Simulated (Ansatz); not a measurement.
# CH₆AlOSi radical: basis-set convergence

Aim: see how fast density functionals converge with the basis set for CH₆AlOSi radical.

The runs use Ansatz 0.2.0, Gaussian basis; one geometry, several basis sets.

Plan: PBE0-D4/def2-SVP; ωB97M-V/def2-SVP; PBE0-D4/def2-QZVPP; ωB97M-V/def2-QZVPP; the functionals' def2-TZVPP values are taken from earlier runs.

**1. Structure used throughout**

The geometry comes from an earlier relaxation with PBE0-D4 in a triple-zeta def2 set; it is a stationary point, not always the lowest conformer.

SMILES `[CH3][Al][O][SiH3]`, 10 atoms, charge 0, spin multiplicity 2.

Atoms are counted from 1 here; the program's logs count them from 0.

Bond lengths: C1–Al2 1.967 Å, C1–H5 1.095 Å, C1–H6 1.095 Å, C1–H7 1.091 Å, Al2–O3 1.696 Å, O3–Si4 1.625 Å, Si4–H8 1.489 Å, Si4–H9 1.487 Å, Si4–H10 1.488 Å. Angles: Al2–C1–H5 108.9°, Al2–C1–H6 109.0°, Al2–C1–H7 113.2°, H5–C1–H6 107.8°, H5–C1–H7 108.9°, H6–C1–H7 108.9°, C1–Al2–O3 116.4°, Al2–O3–Si4 163.5°, O3–Si4–H8 111.1°, O3–Si4–H9 110.0°, O3–Si4–H10 110.0°, H8–Si4–H9 108.5°, H8–Si4–H10 108.5°, H9–Si4–H10 108.7°.

**2. PBE0-D4 in def2-SVP**

Input file in.yaml:

```yaml
crystal:
  periodic: [false, false, false]
  atoms:
    - {symbol: C, position_ang: [0.243845, 1.981760, -1.341353]}
    - {symbol: Al, position_ang: [1.086542, 0.300647, -0.766120]}
    - {symbol: O, position_ang: [0.194202, -0.660681, 0.309096]}
    - {symbol: Si, position_ang: [-0.287918, -1.859424, 1.294042]}
    - {symbol: H, position_ang: [-0.700965, 1.751771, -1.844474]}
    - {symbol: H, position_ang: [0.014824, 2.586093, -0.457746]}
    - {symbol: H, position_ang: [0.869770, 2.565985, -2.016892]}
    - {symbol: H, position_ang: [0.686796, -2.984589, 1.283779]}
    - {symbol: H, position_ang: [-1.610998, -2.377760, 0.854688]}
    - {symbol: H, position_ang: [-0.412997, -1.355001, 2.687877]}
basis:
  gaussian: {orbitals: def2-SVP}
magnetization: {spin_polarized: true, initial_magnetization: 1}
hamiltonian: {xc: pbe0, dispersion: d4}
output: {orbitals: {seedname: orbitals}}
```

Further steps of the session: ωB97M-V in def2-SVP; PBE0-D4 in def2-QZVPP; ωB97M-V in def2-QZVPP.

Q: Predict the results of all the runs planned. Wanted: PBE0-D4: double and triple zeta above quadruple; ωB97M-V: double and triple zeta above quadruple.

The runs gave:

| quantity | value |
| --- | --- |
| PBE0-D4: double and triple zeta above quadruple | 9.74, 0.68 eV |
| ωB97M-V: double and triple zeta above quadruple | 9.85, 0.65 eV |

What this shows: PBE0-D4 gains 9.06 eV from double to triple zeta, then 0.68 eV more. These are total energies; as a rule much of such shifts cancels in differences, which this series doesn't test.
